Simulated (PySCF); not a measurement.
**Changing the system itself: PbBr⁺**

Aim: change spin, charge, geometry, field or solvent of PbBr⁺, one at a time, and compare with the base run.

The runs use PySCF 2.14.0; method and basis as typed in the scripts.

3 further runs of the same task are left out: 3 that didn't finish.

## (1) The starting structure

PbBr⁺: 2 atoms, charge 1, spin multiplicity 1.

Bond lengths: Pb1–Br2 2.610 Å.

## (2) The base run

input.py

```python
from pyscf import gto, scf, mp

mol = gto.M(
    atom='Pb 0 0 0; Br 0 0 2.61',
    basis='sbkjc',
    ecp={'Pb': 'sbkjc', 'Br': 'sbkjc'},
    charge=1,
    spin=0,
    verbose=4,
)
mf = scf.RHF(mol)
mf.kernel()
mp.MP2(mf).kernel()
mf.dip_moment()
print('orbital energies (hartree):', mf.mo_energy[..., max(0, mol.nelec[1]-3):mol.nelec[0]+3].round(4))
```

On the command line:

```bash
$ OMP_NUM_THREADS=1 python input.py
```

The log of this run is left out.

Base result: E(SCF) = -16.303771 Eh, 8 cycles, E(MP2) − E(SCF) = -0.05555 Eh.

The bond length is a typed value, not an optimised one. The dipole of an ion depends on the origin.

## (3) Bond 2.793 Å

Edit 1 changes bond length: 2.61 Å → 2.793 Å.

input.py

```python
from pyscf import gto, scf, mp

mol = gto.M(
    atom='Pb 0 0 0; Br 0 0 2.793',
    basis='sbkjc',
    ecp={'Pb': 'sbkjc', 'Br': 'sbkjc'},
    charge=1,
    spin=0,
    verbose=4,
)
mf = scf.RHF(mol)
mf.kernel()
mp.MP2(mf).kernel()
mf.dip_moment()
print('orbital energies (hartree):', mf.mo_energy[..., max(0, mol.nelec[1]-3):mol.nelec[0]+3].round(4))
```

On the command line:

```bash
$ OMP_NUM_THREADS=1 python input.py
```

## (4) Bond 2.297 Å

Edit 2 changes bond length: 2.61 Å → 2.297 Å.

Edit input.py of step 2 so:

```diff
@@ -3,3 +3,3 @@
 mol = gto.M(
-    atom='Pb 0 0 0; Br 0 0 2.61',
+    atom='Pb 0 0 0; Br 0 0 2.297',
     basis='sbkjc',
```

## (5) Electric field 0.05 a.u.

Edit 3 changes electric field: none → 0.05 a.u.

Edit input.py of step 2 so:

```diff
@@ -11,2 +11,7 @@
 mf = scf.RHF(mol)
+field = 0.05  # electric field along z, atomic units
+h = mf.get_hcore() + field*mol.intor('int1e_r')[2]
+mf.get_hcore = lambda *args: h
+e_nuc = mol.energy_nuc() - field*mol.atom_charges() @ mol.atom_coords()[:, 2]
+mf.energy_nuc = lambda *args: e_nuc
 mf.kernel()
```

## (6) Bond 2.427 Å

Edit 4 changes bond length: 2.61 Å → 2.427 Å.

Edit input.py of step 2 so:

```diff
@@ -3,3 +3,3 @@
 mol = gto.M(
-    atom='Pb 0 0 0; Br 0 0 2.61',
+    atom='Pb 0 0 0; Br 0 0 2.427',
     basis='sbkjc',
```

## (7) Lengths in bohr

Edit 5 changes length unit: angstrom → bohr; bond length: 2.61 Å → 2.61 bohr.

Edit input.py of step 2 so:

```diff
@@ -8,2 +8,3 @@
     spin=0,
+    unit='bohr',
     verbose=4,
```

What does the calculation give? Wanted: for each run, E(SCF); from base; gap; after the SCF.

As calculated:

```
                          run  E(SCF) (hartree)  from base (eV)  cycles  gap (eV)              after the SCF
                         base        -16.303771               0       8      9.55  MP2 correlation -1.512 eV
                 bond 2.793 Å        -16.292018         +0.3198       8      8.76  MP2 correlation -1.556 eV
                 bond 2.297 Å        -16.289238         +0.3955       8     10.61  MP2 correlation -1.395 eV
     electric field 0.05 a.u.        -16.368024  not comparable      11      7.83  MP2 correlation -2.389 eV
                 bond 2.427 Å        -16.303183         +0.0160       8     10.25  MP2 correlation -1.451 eV
lengths in bohr (poor choice)        -14.701243  not comparable       7     10.81  MP2 correlation -0.786 eV
```

What this shows: Of the runs whose energies can be compared, “bond 2.297 Å” moves the SCF energy most (+0.395 eV). Rows marked «poor choice» come from settings spoiled on purpose.
